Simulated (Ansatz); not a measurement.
# NiSbS: properties at the relaxed cell

The task here is to estimate one member of a computed series from the others.

Program: Ansatz 0.2.0. Level of theory: DFT r2SCAN, scalar-relativistic, plane waves, PAW. These are calculated values, not measurements.

## The structure to begin with

The structure is cubic, space group P2_13 (No. 198). The conventional cell has a = 5.933 Å, b = 5.933 Å, c = 5.933 Å, α = 90.00°, β = 90.00°, γ = 90.00°. Ni (site symmetry 3) is surrounded by 3 S at 2.38 Å and 3 Sb at 2.55 Å. Sb (site symmetry 3) is surrounded by 1 S at 2.53 Å and 3 Ni at 2.55 Å. Around S (site symmetry 3) lie 3 Ni at 2.38 Å and 1 Sb at 2.53 Å.

Structure file:

```xyz
12
Lattice="5.9329 0.0000 0.0000 0.0000 5.9329 0.0000 0.0000 0.0000 5.9329" Properties=species:S:1:pos:R:3 pbc="T T T"
Ni    5.8325    5.8325    5.8325
Ni    3.0669    0.1004    2.8660
Ni    2.8660    3.0669    0.1004
Ni    0.1004    2.8660    3.0669
Sb    3.7206    3.7206    3.7206
Sb    5.1787    2.2123    0.7542
Sb    0.7542    5.1787    2.2123
Sb    2.2123    0.7542    5.1787
S     2.2594    2.2594    2.2594
S     0.7071    3.6735    5.2259
S     5.2259    0.7071    3.6735
S     3.6735    5.2259    0.7071
```

This cell was relaxed beforehand with the same method: volume 17.40 Å³/atom, gap on the mesh none (metal).

Set-up of the first run:

The input, input.yaml:

```yaml
crystal:
  lattice:
    - [5.8729881798, 0.0, 0.0]
    - [0.0, 5.8729881798, 0.0]
    - [0.0, 0.0, 5.8729881798]
  atoms:
    - { symbol: Ni, position: [0.9830746724, 0.9830746724, 0.9830746724] }
    - { symbol: Ni, position: [0.5169253276, 0.0169253276, 0.4830746724] }
    - { symbol: Ni, position: [0.4830746724, 0.5169253276, 0.0169253276] }
    - { symbol: Ni, position: [0.0169253276, 0.4830746724, 0.5169253276] }
    - { symbol: Sb, position: [0.6271182592, 0.6271182592, 0.6271182592] }
    - { symbol: Sb, position: [0.8728817408, 0.3728817408, 0.1271182592] }
    - { symbol: Sb, position: [0.1271182592, 0.8728817408, 0.3728817408] }
    - { symbol: Sb, position: [0.3728817408, 0.1271182592, 0.8728817408] }
    - { symbol: S, position: [0.3808225424, 0.3808225424, 0.3808225424] }
    - { symbol: S, position: [0.1191774576, 0.6191774576, 0.8808225424] }
    - { symbol: S, position: [0.8808225424, 0.1191774576, 0.6191774576] }
    - { symbol: S, position: [0.6191774576, 0.8808225424, 0.1191774576] }
basis:
  ecutwfc: 500
kpoints:
  mp_grid: { grid: [6, 6, 6] }
hamiltonian:
  xc: r2scan
scf:
  occupations: { method: gaussian, width: 0.1 }
output:
  forces: true
  stress: true
  eigenvalues: true
  write_density: true
  write_potential: true
  elf: true
  volumetric_format: npy
relax:
  adjacent_minimum: "off"
  f_tol: 0.01
  max_steps: 30
```

Started as:

```
$ ansatz run input.yaml --threads 8 --pin off --max-ram 22528MiB --backend cpu --events-out ev --progress --plain --runs-dir out
```

Among the steps run: The cell scaled to 0.97 of its volume; Volume × 1.03; Volume × 0.94; Point at V/V0 = 1.06.

One of the session's tables, all rows but one given; the rest of the session is left out.

It belongs to the step «Equation of state». 

| volume (Å³/atom) | energy above the lowest point (meV/atom) | pressure (GPa) |
| --- | --- | --- |
| 16.359 | 22.7 | 7.36 |
| 16.881 | 5.4 | 3.38 |
| 17.403 | 0.0 | 0.04 |
| 17.925 | ? | ? |
| 18.447 | 17.5 | -5.09 |

Estimate the missing values for volume (Å³/atom) = 17.925.

Worked estimate for «energy above the lowest point (meV/atom)». A straight line through the neighbours (17.403, 0.0) and (18.447, 17.5) gives 0.0 + (17.5 − 0.0) × (17.925 − 17.403) / (18.447 − 17.403) = 8.8; a parabola fitted to 3 rows on both sides gives 4.0.

The run gave: energy above the lowest point (meV/atom): 4.6; pressure (GPa): -2.76. In «energy above the lowest point (meV/atom)» the line misses by +4.2 and the parabola by -0.6.

Limits of these values: Spin polarisation is off in the runs that give these values; a magnetic solution could lie lower. Warnings in the runs' records: stress scf threshold loose.
